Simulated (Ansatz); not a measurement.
# SrTiO3: the cost of one run

Method: DFT PBE+U, scalar-relativistic, plane waves, PAW, in Ansatz 0.2.0.

3 further runs of the same task are left out: 3 that didn't finish.

### 1 Starting point

Symmetry: Pm-3m, No. 221, cubic system. The conventional cell has a = 3.905 Å, b = 3.905 Å, c = 3.905 Å, α = 90.00°, β = 90.00°, γ = 90.00°. Sr (site symmetry m-3m) is surrounded by 12 O at 2.76 Å. Around Ti (site symmetry m-3m) lie 6 O at 1.95 Å. O (site symmetry 4/mmm) is surrounded by 2 Ti at 1.95 Å and 4 Sr at 2.76 Å.

As a file:

```cif
data_structure
_symmetry_space_group_name_H-M 'Pm-3m'
_symmetry_Int_Tables_number 221
_cell_length_a 3.9050
_cell_length_b 3.9050
_cell_length_c 3.9050
_cell_angle_alpha 90.000
_cell_angle_beta 90.000
_cell_angle_gamma 90.000
_cell_volume 59.55
loop_
_atom_site_label
_atom_site_type_symbol
_atom_site_symmetry_multiplicity
_atom_site_Wyckoff_symbol
_atom_site_fract_x
_atom_site_fract_y
_atom_site_fract_z
_atom_site_occupancy
Sr1 Sr 1 a 0.00000 0.00000 0.00000 1
Ti1 Ti 1 b 0.50000 0.50000 0.50000 1
O1 O 3 c 0.00000 0.50000 0.50000 1
```

Source of the structure: the Crystallography Open Database.

(A quick probe on a coarse mesh, which set the mesh and smearing, is not shown.)

### 3 Relaxing cell and atoms

Input file input.yaml:

```yaml
crystal:
  lattice:
    - [3.905, 0.0, 0.0]
    - [0.0, 3.905, 0.0]
    - [0.0, 0.0, 3.905]
  atoms:
    - { symbol: Sr, position: [0.0, 0.0, 0.0] }
    - { symbol: Ti, position: [0.5, 0.5, 0.5] }
    - { symbol: O, position: [0.0, 0.5, 0.5] }
    - { symbol: O, position: [0.5, 0.0, 0.5] }
    - { symbol: O, position: [0.5, 0.5, 0.0] }
basis:
  ecutwfc: 420
kpoints:
  mp_grid: { grid: [8, 8, 8] }
hamiltonian:
  xc: pbe
  hubbard: { sites: [{ species: Ti, l: d, u_eff: 4.0 }] }
scf:
  occupations: { method: gaussian, width: 0.02 }
output:
  forces: true
  stress: true
  eigenvalues: true
relax:
  adjacent_minimum: "off"
  f_tol: 0.005
  max_steps: 80
  cell: { stress_tol: 0.05 }
```

Command:

```sh
ansatz run input.yaml --threads 1 --pin off --max-ram 2560MiB --backend cpu --events-out ev --progress --plain --runs-dir out
```

What time and memory should one allow on 1 thread of Intel Xeon Platinum 8488C (Sapphire Rapids), shared host?

About 21 s, with a peak of 0.45 GiB.
